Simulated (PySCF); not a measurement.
**C₃H₅AlO₂: a tour of settings, part 1 of 2**

Aim: see how C₃H₅AlO₂ (`C1=C[O][AlH2-][O+]=C1`) answers to the choice of functional, basis, grid and SCF options, and what happens with inputs that are wrong on purpose.

The runs use PySCF 2.14.0, with density-fitted response routines of our own; the level of theory stands in each step. All values are computed, except where a source is named. Atoms are numbered from 0 throughout.

## (1) The starting structure

11 atoms, charge 0, multiplicity 1; geometry from: GFN2-xTB.

Bonds of the start (Å): C0–C1 1.39, C1–O2 1.26, O2–Al3 1.82, Al3–O4 1.82, O4–C5 1.26, C5–C0 1.39, C0–H6 1.08, C1–H7 1.10, Al3–H8 1.54, Al3–H9 1.54, C5–H10 1.10.

## (2) Indirect couplings: PBE/6-31G*

The job: settings as JSON, then the geometry in Å.

```
{"job": {"kind": "j", "xc": "PBE", "basis": "6-31G*"}, "charge": 0, "multiplicity": 1}
C      1.366782     0.416117     0.002861
C      1.038478    -0.914494     0.227191
O     -0.142693    -1.365235     0.239863
Al    -1.747697    -0.533377    -0.009907
O     -0.877956     1.053371    -0.245432
C      0.353344     1.338239    -0.224611
H      2.395385     0.729982     0.006066
H      1.846762    -1.635637     0.407311
H     -2.341932    -0.981534    -1.357974
H     -2.507581    -0.493161     1.328440
H      0.622530     2.388399    -0.399771
```

With the program's defaults for keys left out, this is: PBE/6-31G* indirect spin-spin coupling, non-relativistic, gas phase.

On the command line:

```console
$ OMP_NUM_THREADS=1 python probes_run.py task.json out
```

The driver reads the jobs from task.json and runs them one after another.

Standard output:

```text
coarse grid: 10160 points
cycle   1  E = -509.6726846596  dE =  9.176e-01  |g| = 9.748e-01  |ddm| = 3.254e+00
cycle   2  E = -508.6162651845  dE =  1.056e+00  |g| = 2.449e+00  |ddm| = 2.986e+00
cycle   3  E = -509.8280164431  dE = -1.212e+00  |g| = 3.573e-01  |ddm| = 2.504e+00
cycle   4  E = -509.8593431706  dE = -3.133e-02  |g| = 1.372e-01  |ddm| = 5.296e-01
cycle   5  E = -509.8637913216  dE = -4.448e-03  |g| = 3.814e-02  |ddm| = 1.396e-01
cycle   6  E = -509.8641421754  dE = -3.509e-04  |g| = 9.604e-03  |ddm| = 3.826e-02
cycle   7  E = -509.8641638383  dE = -2.166e-05  |g| = 3.181e-03  |ddm| = 1.219e-02
cycle   8  E = -509.8641654421  dE = -1.604e-06  |g| = 1.951e-03  |ddm| = 4.814e-03
final grid: 94792 points
cycle   9  E = -509.7836946712  dE =  3.194e-05  |g| = 1.809e-02  |ddm| = 2.629e-02
cycle  10  E = -509.7832517710  dE =  4.429e-04  |g| = 4.850e-02  |ddm| = 5.365e-02
cycle  11  E = -509.7837608554  dE = -5.091e-04  |g| = 4.682e-03  |ddm| = 4.285e-02
cycle  12  E = -509.7837658261  dE = -4.971e-06  |g| = 1.767e-03  |ddm| = 5.795e-03
cycle  13  E = -509.7837665805  dE = -7.544e-07  |g| = 2.777e-04  |ddm| = 1.960e-03
cycle  14  E = -509.7837666003  dE = -1.977e-08  |g| = 7.209e-05  |ddm| = 3.379e-04
cycle  15  E = -509.7837666014  dE = -1.187e-09  |g| = 2.338e-05  |ddm| = 8.630e-05
cycle  16  E = -509.7837666016  dE = -1.496e-10  |g| = 6.036e-06  |ddm| = 2.940e-05
converged SCF energy = -509.7837666016

Indirect spin-spin couplings (Hz)
  i      j    bonds     total        FC       PSO       DSO        SD
  0 C    1 C    1     73.589    78.569    -5.254     0.275         -
  0 C    2 O    2      3.075     0.735     2.321     0.019         -
  0 C    3 Al   3      5.276     5.359    -0.044    -0.039         -
  0 C    4 O    2      3.067     0.730     2.318     0.019         -
  0 C    5 C    1     73.525    78.499    -5.249     0.275         -
  0 C    6 H    1    159.094   157.574     0.505     1.016         -
  0 C    7 H    2     11.693    12.576    -0.617    -0.266         -
  0 C    8 H    4      0.164     0.358     0.054    -0.248         -
  0 C    9 H    4      0.158     0.354     0.054    -0.250         -
  0 C   10 H    2     11.722    12.604    -0.616    -0.266         -
  1 C    2 O    1     10.580    -0.034    10.752    -0.138         -
  1 C    3 Al   2     -0.753    -0.602    -0.073    -0.077         -
  1 C    4 O    3     -2.711    -1.911    -0.800     0.000         -
  1 C    5 C    2     -1.106    -1.877     0.756     0.014         -
  1 C    6 H    2      4.364     5.473    -0.867    -0.242         -
  1 C    7 H    1    173.169   172.778    -0.728     1.118         -
  1 C    8 H    3      0.218     0.459     0.078    -0.320         -
  1 C    9 H    3      0.230     0.473     0.079    -0.321         -
  1 C   10 H    3      4.638     4.704     0.403    -0.468         -
  2 O    5 C    3     -2.710    -1.910    -0.800     0.000         -
  2 O    6 H    3     -0.974    -1.921     0.648     0.300         -
  2 O    7 H    2     -9.694   -11.389     1.492     0.202         -
  2 O    8 H    2     -7.976    -8.127     0.108     0.042         -
  2 O    9 H    2     -7.991    -8.142     0.109     0.042         -
  2 O   10 H    4      0.402     0.464    -0.306     0.244         -
  3 Al   5 C    2     -0.749    -0.597    -0.075    -0.077         -
  3 Al   6 H    4     -0.488    -0.237     0.170    -0.422         -
  3 Al   7 H    3      4.294     4.565     0.216    -0.487         -
  3 Al   8 H    1    237.842   238.900    -1.477     0.419         -
  3 Al   9 H    1    238.030   239.089    -1.478     0.419         -
  3 Al  10 H    3      4.282     4.554     0.216    -0.488         -
  4 O    5 C    1     10.561    -0.070    10.768    -0.138         -
  4 O    6 H    3     -0.974    -1.922     0.648     0.300         -
  4 O    7 H    4      0.403     0.465    -0.306     0.244         -
  4 O    8 H    2     -7.969    -8.119     0.109     0.041         -
  4 O    9 H    2     -7.976    -8.127     0.109     0.041         -
  4 O   10 H    2     -9.677   -11.375     1.495     0.202         -
  5 C    6 H    2      4.344     5.452    -0.867    -0.241         -
  5 C    7 H    3      4.646     4.712     0.403    -0.468         -
  5 C    8 H    3      0.223     0.464     0.079    -0.320         -
  5 C    9 H    3      0.234     0.477     0.079    -0.321         -
  5 C   10 H    1    173.145   172.755    -0.728     1.118         -
  6 H    7 H    3      2.717     3.006    -0.027    -0.262         -
  6 H    8 H    5     -0.761    -0.112     0.629    -1.278         -
  6 H    9 H    5     -0.759    -0.108     0.630    -1.281         -
  6 H   10 H    3      2.709     2.998    -0.027    -0.261         -
  7 H    8 H    4     -0.528     0.127     0.636    -1.292         -
  7 H    9 H    4     -0.526     0.131     0.637    -1.294         -
  7 H   10 H    4      2.904     3.580     1.138    -1.814         -
  8 H    9 H    2     25.500    27.676     0.097    -2.273         -
  8 H   10 H    4     -0.529     0.125     0.636    -1.290         -
  9 H   10 H    4     -0.528     0.127     0.637    -1.292         -
```

Wall time 10 s (1 thread of Intel Xeon Platinum 8488C, shared host); peak memory 0.43 GiB.

This basis has no tight s functions, so the Fermi-contact terms are rough.

A choice of the couplings up to four bonds, sorted by the number of bonds, with means over like pairs; isotopes 27Al, 13C, 1H, 17O:

| pair | bonds | J (Hz) | Fermi contact (Hz) | dihedral (°) |
| --- | --- | --- | --- | --- |
| Al3–H8 | 1 | 237.9 | 239.0 | – |
| C1–H7 | 1 | 173.2 | 172.8 | – |
| C0–H6 | 1 | 159.1 | 157.6 | – |
| C0–C1 | 1 | 73.6 | 78.5 | – |
| C1–O2 | 1 | 10.6 | -0.1 | – |
| H8–H9 | 2 | 25.5 | 27.7 | – |
| C0–H7 | 2 | 11.7 | 12.6 | – |
| O2–H7 | 2 | -9.7 | -11.4 | – |
| O2–H8 | 2 | -8.0 | -8.1 | – |
| C1–H6 | 2 | 4.4 | 5.5 | – |
| C0–O2 | 2 | 3.1 | 0.7 | – |
| C1–C5 | 2 | -1.1 | -1.9 | – |
| C0–Al3 | 3 | 5.3 | 5.4 | – |
| C1–H10 | 3 | 4.6 | 4.7 | 180 |
| Al3–H7 | 3 | 4.3 | 4.6 | -180 |
| H6–H7 | 3 | 2.7 | 3.0 | 0 |
| C1–O4 | 3 | -2.7 | -1.9 | – |
| H7–H10 | 4 | 2.9 | 3.6 | – |

The spin-dipole term was not solved, so all couplings lack that part.

The response was solved for the nuclei of C, H alone, so couplings that need other nuclei can be missing.

Quadrupole couplings from the field gradients of the same density:

| atom | isotope | eQq/h (MHz) | η |
| --- | --- | --- | --- |
| Al3 | 27Al | 21.8 | 0.94 |
| O4 | 17O | 7.850 | 0.71 |
| O2 | 17O | 7.846 | 0.71 |

## (3) Shielding tensors: wB97X-D/pcseg-1

Same as in step 2 but for these lines:

```diff
@@ -1,2 +1,2 @@
-{"job": {"kind": "j", "xc": "PBE", "basis": "6-31G*"}, "charge": 0, "multiplicity": 1}
+{"job": {"kind": "nmr", "xc": "wB97X-D", "basis": "pcseg-1", "pop": true, "scf": {"max_cycle": 97}}, "charge": 0, "multiplicity": 5}
 C      1.366782     0.416117     0.002861
```

Method: wB97X-D/pcseg-1.

Standard output:

```text
NotImplementedError: this response code serves closed shells only; the SCF ended at -509.69346348 Eh with <S^2> = 6.0223
```

It took 17 s on 1 thread of Intel Xeon Platinum 8488C, shared host; peak memory 0.59 GiB.

Why it failed: The input makes an open shell, and this response code serves closed shells alone. Cure: restore the closed-shell charge and spin, or use an unrestricted response code.

## (4) Indirect couplings: PBE0/aug-pcSseg-1 in acetone

Same as in step 3 but for these lines:

```diff
@@ -1,2 +1,2 @@
-{"job": {"kind": "nmr", "xc": "wB97X-D", "basis": "pcseg-1", "pop": true, "scf": {"max_cycle": 97}}, "charge": 0, "multiplicity": 5}
+{"job": {"kind": "j", "xc": "PBE0", "basis": "aug-pcSseg-1", "solvent": "acetone", "scf": {"aux": "def2-universal-jkfit"}, "grid": 4}, "charge": 0, "multiplicity": 1}
 C      1.366782     0.416117     0.002861
```

Method: PBE0/aug-pcSseg-1 indirect spin-spin coupling, non-relativistic, IEF-PCM acetone.

Standard output:

```text
final grid: 249576 points
cycle   1  E = -509.6909798833  dE =  9.818e-01  |g| = 8.809e-01  |ddm| = 5.149e+00
cycle   2  E = -509.3944429574  dE =  2.965e-01  |g| = 1.537e+00  |ddm| = 2.509e+00
cycle   3  E = -509.8268093625  dE = -4.324e-01  |g| = 1.369e-01  |ddm| = 1.744e+00
cycle   4  E = -509.8306779886  dE = -3.869e-03  |g| = 5.442e-02  |ddm| = 2.599e-01
cycle   5  E = -509.8313758037  dE = -6.978e-04  |g| = 8.026e-03  |ddm| = 8.758e-02
cycle   6  E = -509.8313885363  dE = -1.273e-05  |g| = 2.146e-03  |ddm| = 2.030e-02
cycle   7  E = -509.8313895552  dE = -1.019e-06  |g| = 3.482e-04  |ddm| = 4.727e-03
cycle   8  E = -509.8313895846  dE = -2.943e-08  |g| = 7.930e-05  |ddm| = 1.949e-03
cycle   9  E = -509.8313895857  dE = -1.095e-09  |g| = 4.056e-05  |ddm| = 5.279e-04
cycle  10  E = -509.8313895860  dE = -2.744e-10  |g| = 1.684e-05  |ddm| = 7.081e-05
converged SCF energy = -509.8313895860

Indirect spin-spin couplings (Hz)
  i      j    bonds     total        FC       PSO       DSO        SD
  0 C    1 C    1     85.081    91.336    -6.527     0.273         -
  0 C    2 O    2      3.633     0.814     2.797     0.021         -
  0 C    3 Al   3      4.828     4.918    -0.051    -0.039         -
  0 C    4 O    2      3.629     0.813     2.794     0.021         -
  0 C    5 C    1     85.015    91.262    -6.520     0.273         -
  0 C    6 H    1    173.525   171.959     0.637     0.928         -
  0 C    7 H    2      8.255     9.169    -0.634    -0.280         -
  0 C   10 H    2      8.285     9.197    -0.632    -0.280         -
  1 C    2 O    1      6.269    -6.890    13.290    -0.131         -
  1 C    3 Al   2     -1.388    -1.304    -0.007    -0.078         -
  1 C    4 O    3     -3.400    -2.395    -1.006     0.001         -
  1 C    5 C    2     -2.804    -3.990     1.172     0.014         -
  1 C    6 H    2      2.666     3.959    -1.036    -0.256         -
  1 C    7 H    1    180.918   180.675    -0.770     1.013         -
  1 C    8 H    3      0.054     0.211     0.165    -0.322         -
  1 C    9 H    3      0.062     0.220     0.166    -0.324         -
  1 C   10 H    3      5.037     4.976     0.534    -0.474         -
  2 O    5 C    3     -3.395    -2.391    -1.005     0.001         -
  2 O    6 H    3     -1.979    -2.902     0.616     0.307         -
  2 O    7 H    2     -9.574   -11.157     1.365     0.218         -
  2 O    8 H    2     -7.571    -7.731     0.118     0.042         -
  2 O    9 H    2     -7.587    -7.748     0.118     0.042         -
  2 O   10 H    4      0.768     0.848    -0.329     0.249         -
  3 Al   5 C    2     -1.391    -1.305    -0.009    -0.078         -
  3 Al   6 H    4     -0.399    -0.292     0.320    -0.426         -
  3 Al   7 H    3      5.767     5.846     0.415    -0.494         -
  3 Al   8 H    1    251.628   252.829    -1.597     0.397         -
  3 Al   9 H    1    251.781   252.983    -1.599     0.397         -
  3 Al  10 H    3      5.752     5.832     0.414    -0.494         -
  4 O    5 C    1      6.246    -6.934    13.310    -0.131         -
  4 O    6 H    3     -1.980    -2.902     0.616     0.307         -
  4 O    7 H    4      0.770     0.850    -0.329     0.249         -
  4 O    8 H    2     -7.594    -7.753     0.119     0.041         -
  4 O    9 H    2     -7.598    -7.759     0.119     0.041         -
  4 O   10 H    2     -9.558   -11.145     1.368     0.218         -
  5 C    6 H    2      2.647     3.939    -1.037    -0.255         -
  5 C    7 H    3      5.047     4.986     0.534    -0.474         -
  5 C    8 H    3      0.059     0.216     0.165    -0.322         -
  5 C    9 H    3      0.067     0.225     0.166    -0.324         -
  5 C   10 H    1    180.877   180.634    -0.770     1.013         -
  6 H    7 H    3      2.543     2.664     0.194    -0.315         -
  6 H    8 H    5     -0.389    -0.076     0.979    -1.292         -
  6 H    9 H    5     -0.387    -0.073     0.980    -1.295         -
  6 H   10 H    3      2.534     2.655     0.194    -0.314         -
  7 H    8 H    4     -0.168     0.138     1.004    -1.310         -
  7 H    9 H    4     -0.167     0.141     1.005    -1.312         -
  7 H   10 H    4      2.924     3.130     1.636    -1.842         -
  8 H    9 H    2     19.709    21.196     0.823    -2.311         -
  8 H   10 H    4     -0.168     0.138     1.003    -1.309         -
  9 H   10 H    4     -0.167     0.139     1.004    -1.311         -
```

It took 48 s on 1 thread of Intel Xeon Platinum 8488C, shared host; peak memory 0.9 GiB.

The basis is not made for couplings: without tight functions at the nuclei these values are rough.

This run: J(Al3,H8) 251.7 Hz, J(C1,H7) 180.9 Hz, J(C0,H6) 173.5 Hz (means over like pairs).

## (5) Shielding tensors: PBE0/def2-SVP

Same as in step 4 but for these lines:

```diff
@@ -1,2 +1,2 @@
-{"job": {"kind": "j", "xc": "PBE0", "basis": "aug-pcSseg-1", "solvent": "acetone", "scf": {"aux": "def2-universal-jkfit"}, "grid": 4}, "charge": 0, "multiplicity": 1}
+{"job": {"kind": "nmr", "xc": "PBE0", "basis": "def2-SVP", "pop": false, "scf": {"level_shift": 0.9, "max_cycle": 82}}, "charge": 0, "multiplicity": 1}
 C      1.366782     0.416117     0.002861
```

Method: GIAO PBE0/def2-SVP NMR shielding, non-relativistic, gas phase.

Standard output:

```text
final grid: 94792 points
cycle   1  E = -509.2542218643  dE =  1.131e+00  |g| = 1.132e+00  |ddm| = 3.295e+00
cycle   2  E = -509.5222376789  dE = -2.680e-01  |g| = 4.536e-01  |ddm| = 1.049e+00
cycle   3  E = -509.5604306424  dE = -3.819e-02  |g| = 1.875e-01  |ddm| = 3.467e-01
cycle   4  E = -509.5690247737  dE = -8.594e-03  |g| = 8.491e-02  |ddm| = 1.645e-01
cycle   5  E = -509.5713868838  dE = -2.362e-03  |g| = 3.787e-02  |ddm| = 9.059e-02
cycle   6  E = -509.5720862406  dE = -6.994e-04  |g| = 2.164e-02  |ddm| = 5.716e-02
cycle   7  E = -509.5723498673  dE = -2.636e-04  |g| = 1.315e-02  |ddm| = 3.904e-02
cycle   8  E = -509.5724566108  dE = -1.067e-04  |g| = 8.508e-03  |ddm| = 2.609e-02
cycle   9  E = -509.5725022464  dE = -4.564e-05  |g| = 5.874e-03  |ddm| = 1.708e-02
cycle  10  E = -509.5725229255  dE = -2.068e-05  |g| = 4.110e-03  |ddm| = 1.116e-02
cycle  11  E = -509.5725322922  dE = -9.367e-06  |g| = 3.077e-03  |ddm| = 7.307e-03
cycle  12  E = -509.5725368392  dE = -4.547e-06  |g| = 2.306e-03  |ddm| = 4.788e-03
cycle  13  E = -509.5725390933  dE = -2.254e-06  |g| = 1.699e-03  |ddm| = 3.136e-03
cycle  14  E = -509.5725402177  dE = -1.124e-06  |g| = 1.231e-03  |ddm| = 2.068e-03
cycle  15  E = -509.5725407736  dE = -5.560e-07  |g| = 9.127e-04  |ddm| = 1.392e-03
cycle  16  E = -509.5725410560  dE = -2.824e-07  |g| = 6.803e-04  |ddm| = 9.411e-04
cycle  17  E = -509.5725412025  dE = -1.465e-07  |g| = 4.991e-04  |ddm| = 6.361e-04
cycle  18  E = -509.5725412775  dE = -7.501e-08  |g| = 3.676e-04  |ddm| = 4.339e-04
cycle  19  E = -509.5725413166  dE = -3.907e-08  |g| = 2.712e-04  |ddm| = 2.986e-04
cycle  20  E = -509.5725413371  dE = -2.050e-08  |g| = 1.994e-04  |ddm| = 2.071e-04
cycle  21  E = -509.5725413478  dE = -1.075e-08  |g| = 1.462e-04  |ddm| = 1.442e-04
cycle  22  E = -509.5725413535  dE = -5.656e-09  |g| = 1.068e-04  |ddm| = 1.008e-04
cycle  23  E = -509.5725413564  dE = -2.968e-09  |g| = 7.780e-05  |ddm| = 7.086e-05
cycle  24  E = -509.5725413580  dE = -1.568e-09  |g| = 5.665e-05  |ddm| = 5.004e-05
cycle  25  E = -509.5725413588  dE = -8.239e-10  |g| = 4.117e-05  |ddm| = 3.549e-05
cycle  26  E = -509.5725413593  dE = -4.298e-10  |g| = 2.996e-05  |ddm| = 2.529e-05
level shift removed, Fock matrix diagonalised once more
converged SCF energy = -509.5725413593

GIAO shielding tensors (ppm)
atom      isotropic    diamagn.    paramagn.     s11        s22        s33       span
  0 C       92.746     261.137    -168.392    -14.847    127.006    166.078    180.925
  1 C       15.377     249.714    -234.337    -83.741      3.374    126.498    210.238
  2 O       45.840     396.398    -350.557   -173.025    -59.321    369.867    542.892
  3 Al     472.082     795.939    -323.857    409.530    436.842    569.875    160.345
  4 O       45.253     396.400    -351.146   -174.118    -59.911    369.789    543.906
  5 C       15.349     249.725    -234.376    -83.719      3.271    126.494    210.213
  6 H       26.360      32.206      -5.846     24.294     26.609     28.177      3.883
  7 H       23.546      28.799      -5.252     21.064     23.908     25.667      4.604
  8 H       27.309      29.966      -2.656     24.865     24.992     32.072      7.207
  9 H       27.310      29.969      -2.659     24.864     24.993     32.073      7.210
 10 H       23.544      28.801      -5.257     21.062     23.911     25.659      4.597
```

It took 14 s on 1 thread of Intel Xeon Platinum 8488C, shared host; peak memory 0.59 GiB.

Despite a large level shift, the SCF converged in 26 cycles.

Shifts follow as δ = σ(reference) − σ, with reference shieldings (ppm) from runs at the same level and on the same kind of geometry: 1H TMS 31.81, 13C TMS 196.2, 17O H2O 344.6. The references are single molecules in the gas phase, so shifts against H2O, NH3, PH3, H3PO4 or CFCl3 are not on the usual liquid scales and can be off by tens of ppm. Atoms listed in one row are averaged.

| atoms | environment | σ (ppm) | δ (ppm) |
| --- | --- | --- | --- |
| C1, C5 | alkene carbon bearing oxygen | 15.4 | 180.8 |
| C0 | β carbon of an enol-ether or enamine type C=C | 92.7 | 103.4 |
| H7, H10 | hydrogen on an alkene carbon bearing oxygen | 23.55 | 8.26 |
| H6 | hydrogen on a β carbon of an enol-ether or enamine type C=C | 26.36 | 5.45 |
| H8, H9 | hydrogen on an aluminium bonded to 2 O, in a 6-membered ring | 27.31 | 4.50 |
| O2, O4 | oxygen bonded to C, Al, in a 6-membered ring | 45.5 | 299.1 |
| Al3 | aluminium bonded to 2 O, 2 H, in a 6-membered ring | 472.1 | – |

Ring of atoms C0, C1, O2, Al3, O4, C5: NICS(0) 3.8, NICS(1) 0.5, NICS(1)zz 4.0 ppm (means of both faces).

(Continued in part 2 of 2.)
